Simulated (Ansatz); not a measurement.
AlFH4OSi2, SMILES O[Si]1(F)[AlH][SiH2]1, a rigid torsion scan

Computed with Ansatz 0.2.0 through its Python package.

Run as a notebook:

```python
import ansatz as az
from ase import Atoms
```

```python
atoms = Atoms(["O", "Si", "F", "Al", "Si", "H", "H", "H", "H"], positions=[
    (-1.0495, 0.719, 1.7793),
    (0.2427, 0.5728, 0.7173),
    (1.4074, 1.7634, 0.8103),
    (0.9011, -1.6281, 0.09),
    (-0.2848, -0.0702, -1.3386),
    (-1.5383, 1.6116, 1.4584),
    (1.493, -3.0699, 0.393),
    (-1.6593, -0.3887, -1.5597),
    (0.5761, 0.4438, -2.367),
])
```

```python
# relax first, so that the scan starts from a minimum
first = (
    az.Crystal.molecule_from_ase(atoms).calculation()
    .basis(gaussian="6-31G*")  # atom-centred Gaussian functions
    .functional("r2scan")
    .accuracy("medium")
    .relax(force_tolerance=0.02, max_steps=80)  # relax until the tolerances are met
)
atoms.positions = first.run(threads=1, backend="cpu").report["positions_ang"]

start = atoms.get_dihedral(2, 1, 0, 5)
energies = {}
for turn in range(0, 360, 40):
    turned = atoms.copy()
    turned.set_dihedral(2, 1, 0, 5, start + turn, indices=[0, 5])
    model = (
        az.Crystal.molecule_from_ase(turned).calculation()
        .basis(gaussian="6-31G*")
        .functional("r2scan")
        .accuracy("medium")
    )
    energies[round((start + turn) % 360)] = model.run(threads=1, backend="cpu").report["free_energy_ev"]
floor = min(energies.values())
print("dihedral F2-Si1-O0-H5 (deg)   E - E(min) (kJ/mol)")
for angle, e in sorted(energies.items()):
    print(f"{angle:8d} {96.485332 * (e - floor):14.3f}  " + "#" * int(30 * (e - floor) / max(max(energies.values()) - floor, 1e-9)))
```

    dihedral F2-Si1-O0-H5 (deg)   E - E(min) (kJ/mol)
          32          0.000
          72          2.915  ##########
         112          7.653  ##########################
         152          8.457  #############################
         192          8.133  ############################
         232          8.606  ##############################
         272          7.450  #########################
         312          5.335  ##################
         352          2.247  #######

These settings explore the input space; basis and method may be short of convergence. The scan is rigid and the energies are electronic, in a modest basis. With rigid groups the curve can differ much from the relaxed path, the start wasn't checked as a minimum of this torsion, and equivalent turns needn't return to the same energy. The whole script took 5.7 min on 1 thread of Arm Neoverse V1 (shared host), peak memory 0.25 GiB.

(A comment or docstring line of the script was reworded after the run, the code is as it ran; lines on the test bed's own set-up are left out of the output.)
